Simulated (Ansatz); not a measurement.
# CdS: the cost of one run

Program: Ansatz 0.2.0. Level of theory: DFT PBE, scalar-relativistic, plane waves, PAW, and further levels as typed in the inputs. These are calculated values, not measurements.

### 1 The starting structure

Symmetry: P6_3mc, No. 186, hexagonal system. The conventional cell has a = 4.136 Å, b = 4.136 Å, c = 6.673 Å, α = 90.00°, β = 90.00°, γ = 120.00°. Cd (site symmetry 3m) is surrounded by 4 S at 2.52 to 2.53 Å. S (site symmetry 3m) has 4 Cd at 2.52 to 2.53 Å as nearest neighbours.

As a file:

```xyz
4
Lattice="4.1360 0.0000 0.0000 -2.0680 3.5819 0.0000 0.0000 0.0000 6.6727" Properties=species:S:1:pos:R:3 pbc="T T T"
Cd    0.0000    2.3879    0.0000
Cd    2.0680    1.1940    3.3364
S     0.0000    2.3879    2.5156
S     2.0680    1.1940    5.8520
```

### 2 Relaxing the atoms: CdS, no spin

input.yaml reads:

```yaml
crystal:
  lattice:
    - [4.136, 0.0, 0.0]
    - [-2.068, 3.58188107, 0.0]
    - [0.0, 0.0, 6.672722]
  atoms:
    - { symbol: Cd, position: [0.3333333333, 0.6666666667, 0.0] }
    - { symbol: Cd, position: [0.6666666667, 0.3333333333, 0.5] }
    - { symbol: S, position: [0.3333333333, 0.6666666667, 0.377] }
    - { symbol: S, position: [0.6666666667, 0.3333333333, 0.877] }
scf:
  occupations: { method: gaussian, width: 0.05 }
output:
  forces: true
  stress: true
hamiltonian:
  xc: pbe
kpoints:
  mp_grid: { grid: [8, 8, 5] }
relax:
  f_tol: 0.003
```

On the command line:

```sh
> ansatz run input.yaml --threads 8 --pin off --max-ram 16384MiB --backend cpu --events-out ev --progress --plain --runs-dir out
```

Q: Estimate wall time and peak memory on 8 threads of Arm Neoverse V1, shared host.

About 3.1 s, with a peak of 0.46 GiB.
